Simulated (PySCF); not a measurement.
# SnF: from the state search to spectroscopic constants

The task here is to estimate one member of a computed series from the others.

The runs use PySCF 2.14.0; Sn def2-TZVPPD with ECP28, F def2-TZVPPD, scalar-relativistic core potentials.

Set-up of the first run:

The job is set up so:

* atoms: Sn, F
* charge: 0
* basis: Sn def2-TZVPPD with ECP28, F def2-TZVPPD
* Hamiltonian: scalar-relativistic core potentials
* basis functions: 96
* electrons treated: 31
* masses in u: 119.9022, 18.9984
* levels: PBE0, PBE, r²SCAN, TPSSh, B2PLYP, revPBE, B97-3, M06, ωB97X-V, HF, MP2, SCS-MP2, CCSD, CCSD(T)
* grid: 80 radial by 434 angular points
* occupations: held fixed by the projection of orbital angular momentum
* dissociation limit: Sn + F, each in its ground configuration
* starting distance in angstrom: 1.965
* values of 2S to try: 1, 3

Started as:

```bash
> OMP_NUM_THREADS=2 python dia.py task.json out
```

Steps of the session up to this table: The job; First curve: PBE0; Other states along the same grid; PBE (GGA); r²SCAN (meta-GGA); TPSSh; B2PLYP (double hybrid); revPBE; B97-3; M06; ωB97X-V (range-separated hybrid); UHF; Correlated methods on the Hartree–Fock reference.

One of the session's tables, all rows but one given; the rest of the session is left out.

It belongs to the step «The curves together». Energy (eV) from each level's lowest point:

```
R (Å)    UHF  UHF-MP2  UHF-SCS-MP2  UHF-CCSD  UHF-CCSD(T)
1.684  1.038    1.176        1.196       n/a          n/a
1.762  0.403    0.503        0.515     0.471        0.496
1.841  0.089    0.148        0.155     0.129        0.144
1.899  0.000    0.029        0.032     0.019        0.027
1.958  0.000    0.000        0.000     0.000        0.000
2.017  0.065    0.038        0.035     0.047        0.040
2.095      ?        ?            ?         ?            ?
2.193  0.492    0.395        0.383     0.430        0.402
2.310  0.868    0.735        0.718     0.784        0.745
2.467  1.397    1.230        1.206       n/a          n/a
```

Estimate the missing values for R (Å) = 2.095.

Worked estimate for «UHF». A straight line through the neighbours (2.017, 0.065) and (2.193, 0.492) gives 0.065 + (0.492 − 0.065) × (2.095 − 2.017) / (2.193 − 2.017) = 0.254; a parabola fitted to 4 rows on both sides gives 0.231.

The run gave: UHF: 0.223; UHF-MP2: 0.163; UHF-SCS-MP2: 0.155; UHF-CCSD: 0.184; UHF-CCSD(T): 0.167. In «UHF» the line misses by +0.031 and the parabola by +0.008.
